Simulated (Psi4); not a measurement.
**GeCl2 (SMILES [Cl][Ge][Cl]) at 3 levels**

Aim: a comparison of 3 runs (PBE/aug-cc-pVDZ, ULRC-wPBE/aug-pcseg-2, SCS-OMP2/6-31G**) of GeCl2. 

Program for the calculation: Psi4 1.11.

### Step 1. The structure to begin with

GeCl2: 3 atoms, total charge 0, spin state singlet. As SMILES, `[Cl][Ge][Cl]`. The shape comes from GFN2-xTB, which is rough for such elements, and wasn't checked as a minimum.

Bond lengths: Ge1–Cl2 2.162 Å, Ge1–Cl3 2.162 Å. Angles: Cl2–Ge1–Cl3 99.5°.

### Step 2. Energy and gradient at PBE/aug-cc-pVDZ (run 1)

Input file run.py:

```python
import psi4

psi4.set_memory(1600000000)
psi4.set_num_threads(1)
psi4.core.set_output_file('output.dat', False)

m = psi4.geometry("""
0 1
Ge     0.004890    -0.007110    -0.931180
Cl     1.647840    -0.018820     0.474730
Cl    -1.652730     0.025930     0.456450
symmetry c1
no_reorient
no_com
""")

psi4.set_options({
    'reference': 'rks',
    'puream': True,
    'e_convergence': 1e-09,
    'd_convergence': 1e-08,
    'scf_type': 'pk',
    'dft_radial_points': 99,
    'dft_spherical_points': 590,
})

e_tot, wfn = psi4.gradient("pbe/aug-cc-pVDZ", return_wfn=True)
print('gradient / Eh bohr^-1')
print(e_tot.np.round(6))
print(f'energy = {wfn.energy():.10f} Eh')
```

Launch:

```sh
$ python run.py
```

output.dat:

```text
[...]
  Running in c1 symmetry.
[...]
  Nuclear repulsion =  312.606017933749115
[...]
  Multiplicity = 1
[...]
  Nalpha       = 33
  Nbeta        = 33
[...]
    Number of basis functions: 90
[...]
   @RKS iter   1: -2996.15048965254300   -2.81345e+00   1.25600e-02 ADIIS/DIIS
[...]
   @RKS iter  12: -2996.78801917574310   -9.09495e-13   8.48926e-10 DIIS
[...]
    Orbital Energies [Eh]
    ---------------------
    Doubly Occupied:
       1A   -397.163987     2A   -100.683705     3A   -100.683654
       4A    -49.270092     5A    -43.886011     6A    -43.884521
       7A    -43.883878     8A     -9.184399     9A     -9.184340
      10A     -7.005030    11A     -7.004973    12A     -7.001024
      13A     -7.000966    14A     -6.998656    15A     -6.998598
      16A     -6.053191    17A     -4.271010    18A     -4.267041
      19A     -4.263992    20A     -1.170722    21A     -1.169275
      22A     -1.166869    23A     -1.166852    24A     -1.163827
      25A     -0.770393    26A     -0.744643    27A     -0.482851
      28A     -0.362315    29A     -0.325544    30A     -0.323721
      31A     -0.297795    32A     -0.281148    33A     -0.259408
[...]
  @RKS Final Energy: -2996.78801917574310
   => Energetics <=
    Nuclear Repulsion Energy =            312.6060179337491149
    One-Electron Energy =               -4787.3590916391176506
    Two-Electron Energy =                1612.7647958203174312
    DFT Exchange-Correlation Energy =    -134.7997412906918271
    Empirical Dispersion Energy =           0.0000000000000000
    VV10 Nonlocal Energy =                  0.0000000000000000
    Total Energy =                      -2996.7880191757431021
[...]
 Multipole Moments:
 ------------------------------------------------------------------------------------
     Multipole            Electronic (a.u.)      Nuclear  (a.u.)        Total (a.u.)
 ------------------------------------------------------------------------------------
 L = 1.  Multiply by 2.5417464519 to convert [e a0] to [Debye]
 Dipole X            :         -0.1357375            0.1386114            0.0028740
 Dipole Y            :          0.1962969           -0.2015393           -0.0052424
 Dipole Z            :         25.7072310          -26.3951276           -0.6878966
 Magnitude           :                                                    0.6879226
[...]
  -Total Gradient:
     Atom            X                  Y                   Z
    ------   -----------------  -----------------  -----------------
       1       -0.000214289882     0.000185077590     0.024082751196
       2       -0.016043198875     0.000126804164    -0.012081599403
       3        0.016257382973    -0.000311698118    -0.011977064238
[...]
```

On the terminal:

```text
gradient / Eh bohr^-1
[[-0.000214  0.000185  0.024083]
 [-0.016043  0.000127 -0.012082]
 [ 0.016257 -0.000312 -0.011977]]
energy = -2996.7880191757 Eh
```

It took 78 s on 1 thread of Intel Xeon 6975P-C (Granite Rapids), shared host; peak memory 0.92 GiB.

### Step 3. The charge distribution at ULRC-wPBE/aug-pcseg-2 (density fitting) (run 2)

Input file cl2ge.inp:

```
memory 1600 MB

molecule {
  Ge     0.00924076    -0.01343595    -1.75967517
  Cl     3.11396630    -0.03556465     0.89710968
  Cl    -3.12320706     0.04900060     0.86256549
  units au
}

set {
  reference uks
  scf_type df
  scf_initial_accelerator ediis
}

energy_value, wavefunction = energy('lrc-wpbe/aug-pcseg-2', return_wfn=True)
oeprop(wavefunction, 'ESP_AT_NUCLEI', 'DIPOLE', 'NO_OCCUPATIONS', 'MULTIPOLE(3)', title='LRC-WPBE')
```

Launch:

```sh
$ psi4 -i cl2ge.inp -o cl2ge.out -n 1
```

cl2ge.out:

```text
[...]
  Running in cs symmetry.
[...]
  Nuclear repulsion =  312.606018086892789
[...]
  Multiplicity = 1
[...]
  Nalpha       = 33
  Nbeta        = 33
[...]
    Number of basis functions: 159
[...]
   @DF-UKS iter   1: -2995.94484342358191   -2.57244e+00   1.70523e-02 DIIS/EDIIS
[...]
   @DF-UKS iter   9: -2996.97370755490465   -1.18272e-07   3.68724e-07 DIIS
[...]
   @S^2 Observed:               -6.394884622E-14
[...]
    Orbital Energies [Eh]
    ---------------------
    Alpha Occupied:
       1Ap  -397.194302     2Ap  -100.815955     3Ap  -100.815895
       4Ap   -49.330348     1App  -43.939659     5Ap   -43.937651
       6Ap   -43.936665     7Ap    -9.342819     8Ap    -9.342754
       9Ap    -7.159628    10Ap    -7.159564     2App   -7.156000
       3App   -7.155935    11Ap    -7.154015    12Ap    -7.153950
      13Ap    -6.198871     4App   -4.418928    14Ap    -4.412838
      15Ap    -4.409150    16Ap    -1.316672     5App   -1.314869
       6App   -1.311920    17Ap    -1.310727    18Ap    -1.307452
      19Ap    -0.938108    20Ap    -0.908637    21Ap    -0.628051
      22Ap    -0.490661    23Ap    -0.463472     7App   -0.457485
       8App   -0.427165    24Ap    -0.411909    25Ap    -0.374553
[...]
  @DF-UKS Final Energy: -2996.97370755490465
   => Energetics <=
    Nuclear Repulsion Energy =            312.6060180868927887
    One-Electron Energy =               -4789.5181716344786764
    Two-Electron Energy =                1604.2205647438222513
    DFT Exchange-Correlation Energy =    -124.2821187511409988
    Empirical Dispersion Energy =           0.0000000000000000
    VV10 Nonlocal Energy =                  0.0000000000000000
    Total Energy =                      -2996.9737075549046494
[...]
 Multipole Moments:
 ------------------------------------------------------------------------------------
     Multipole            Electronic (a.u.)      Nuclear  (a.u.)        Total (a.u.)
 ------------------------------------------------------------------------------------
 L = 1.  Multiply by 2.5417464519 to convert [e a0] to [Debye]
 Dipole X            :         -0.0301677            0.0270492           -0.0031186
 Dipole Y            :         -5.7852066            5.0515769           -0.7336298
 Dipole Z            :          0.0000000            0.0000000            0.0000000
 Magnitude           :                                                    0.7336364
[...]
```

It took 8.7 s on 1 thread of Intel Xeon 6975P-C (Granite Rapids), shared host; peak memory 0.79 GiB.

### Step 4. A single-point energy at SCS-OMP2/6-31G(d,p) (Cholesky decomposition, Cartesian functions) (run 3)

Input file job.py:

```python
import psi4

psi4.set_memory(1600000000)
psi4.set_num_threads(1)
psi4.core.set_output_file('output.dat', False)

mol = psi4.geometry("""
0 1
Ge     0.004890    -0.007110    -0.931180
Cl     1.647840    -0.018820     0.474730
Cl    -1.652730     0.025930     0.456450
units angstrom
no_reorient
no_com
""")

psi4.set_options({
    'scf_type': 'cd',
    'mp2_type': 'conv',
})

e_tot = psi4.energy('scs-omp2/6-31G**', molecule=mol)
print('E =', round(e_tot, 9))
```

Launch:

```sh
$ python job.py
```

output.dat:

```text
[...]
  Running in c1 symmetry.
[...]
  Nuclear repulsion =  312.606017933749115
[...]
  Multiplicity = 1
[...]
  Nalpha       = 33
  Nbeta        = 33
[...]
    Number of basis functions: 73
[...]
   @RHF iter   1: -2993.07720741256571   -3.38231e+00   3.34754e-02 DIIS/ADIIS
[...]
   @RHF iter  11: -2994.12698190253559   -2.00089e-11   8.62605e-09 DIIS
[...]
    Orbital Energies [Eh]
    ---------------------
    Doubly Occupied:
       1A   -405.337773     2A   -104.822197     3A   -104.822134
       4A    -52.264092     5A    -46.355146     6A    -46.354264
       7A    -46.353646     8A    -10.557849     9A    -10.557778
      10A     -8.026377    11A     -8.026306    12A     -8.024326
      13A     -8.024256    14A     -8.023882    15A     -8.023812
      16A     -7.289178    17A     -5.261747    18A     -5.259621
      19A     -5.256551    20A     -1.714752    21A     -1.712750
      22A     -1.710335    23A     -1.709529    24A     -1.705746
      25A     -1.111657    26A     -1.080439    27A     -0.679945
      28A     -0.533544    29A     -0.506695    30A     -0.494204
      31A     -0.464610    32A     -0.450878    33A     -0.387789
[...]
  @RHF Final Energy: -2994.12698190253559
   => Energetics <=
    Nuclear Repulsion Energy =            312.6060179337491149
    One-Electron Energy =               -4787.6583850051902118
    Two-Electron Energy =                1480.9253851689054500
    Total Energy =                      -2994.1269819025355901
[...]
 Multipole Moments:
 ------------------------------------------------------------------------------------
     Multipole            Electronic (a.u.)      Nuclear  (a.u.)        Total (a.u.)
 ------------------------------------------------------------------------------------
 L = 1.  Multiply by 2.5417464519 to convert [e a0] to [Debye]
 Dipole X            :         -0.1347040            0.1386114            0.0039074
 Dipole Y            :          0.1945668           -0.2015393           -0.0069725
 Dipole Z            :         25.4811390          -26.3951276           -0.9139886
 Magnitude           :                                                    0.9140235
[...]
	SCS-MP2 Total Energy (a.u.)        : -2994.67420306804524
	SOS-MP2 Total Energy (a.u.)        : -2994.65654139865592
[...]
	MP2 Total Energy (a.u.)            : -2994.71707693229791
[...]
	SCS-OMP2 Total Energy (a.u.)       : -2994.67949432549767
	SOS-OMP2 Total Energy (a.u.)       : -2994.61920511683411
[...]
	OMP2 Total Energy (a.u.)           : -2994.71707662115296
[...]
```

On the terminal:

```text
E = -2994.679494325
```

It took 21 s on 1 thread of Intel Xeon 6975P-C (Granite Rapids), shared host; peak memory 0.36 GiB.

### Step 5. Overview of the runs

| run | level | task | integrals | energy (Eh) | dipole moment (D) | HOMO energy (eV) | LUMO energy (eV) | wall time |
| --- | --- | --- | --- | --- | --- | --- | --- | --- |
| 1 | PBE/aug-cc-pVDZ | gradient | pk | -2996.788019 | 1.75 | -7.06 | -3.83 | 78 s |
| 2 | ULRC-wPBE/aug-pcseg-2 (density fitting) | properties | df | -2996.973708 | 1.86 | -10.19 | -1.18 | 8.7 s |
| 3 | SCS-OMP2/6-31G** (Cholesky decomposition, Cartesian functions) | energy | cd | -2994.679494 | – | -10.55 | -0.13 | 21 s |

### Step 6. What came out

| quantity | value |
| --- | --- |
| run 3: total energy | -2994.67949 Eh |
| run 3: HOMO energy (Hartree–Fock orbitals) | -10.55 eV |
| run 3: LUMO energy (Hartree–Fock orbitals) | -0.13 eV |
| run 3: HOMO–LUMO gap (Hartree–Fock orbitals) | 10.43 eV |
| run 3: correlation energy | -552.5 mEh |

What this shows: Totals of different functionals can't be ranked against each other. All runs together took 1.8 min, the longest 78 s.
